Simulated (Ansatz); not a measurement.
**KF: a single-point run**

Wanted: a converged single-point run for KF, and a check of what comes out. The structure is shown as the input types it.

Method: density functional or hybrid calculation with the settings of its input, plane waves (as first typed), in Ansatz 0.2.0.

4 further runs of the same task are left out: 4 that didn't finish.

### Step 1. The starting structure

The structure is cubic, space group Fm-3m (No. 225). Conventional cell: a = 5.318 Å, b = 5.318 Å, c = 5.318 Å, α = 90.00°, β = 90.00°, γ = 90.00°. Around K (site symmetry m-3m) lie 6 F at 2.66 Å. Around F (site symmetry m-3m) lie 6 K at 2.66 Å.

As a file:

```
CELL_PARAMETERS angstrom
0.00000 2.65896 2.65896
2.65896 0.00000 2.65896
2.65896 2.65896 0.00000
ATOMIC_POSITIONS crystal
K 0.00000 0.00000 0.00000
F 0.50000 0.50000 0.50000
```

### Step 2. The calculation

input.yaml

```yaml
crystal:
  lattice:
    - [0.0, 2.6589605792, 2.6589605792]
    - [2.6589605792, 0.0, 2.6589605792]
    - [2.6589605792, 2.6589605792, 0.0]
  atoms:
    - { symbol: K, position: [0.0, 0.0, 0.0] }
    - { symbol: F, position: [0.5, 0.5, 0.5] }
kpoints:
  mp_grid: { grid: [4, 4, 4] }
hamiltonian:
  xc: hse06
scf:
  occupations: { method: fixed }
  n_extra_bands: 4
  convergence: { dr2_threshold: 0.0 }
  max_iter: 59
output:
  forces: true
  stress: true
  eigenvalues: true
```

Started as:

```
> ansatz run input.yaml --threads 4 --pin off --max-ram 3686MiB --backend cpu --events-out ev --progress --plain --runs-dir out
```

Q: Will this input give a usable result? If not, why, and what should change?

The program refused the input before any cycle. It says: «invalid value for `scf.convergence.dr2_threshold`: must be finite and > 0; got 0 eV»

In the input, scf.convergence.dr2_threshold is 0.0. The number typed is not permitted for that setting.

Remedy: delete scf.convergence.dr2_threshold (the default then holds).
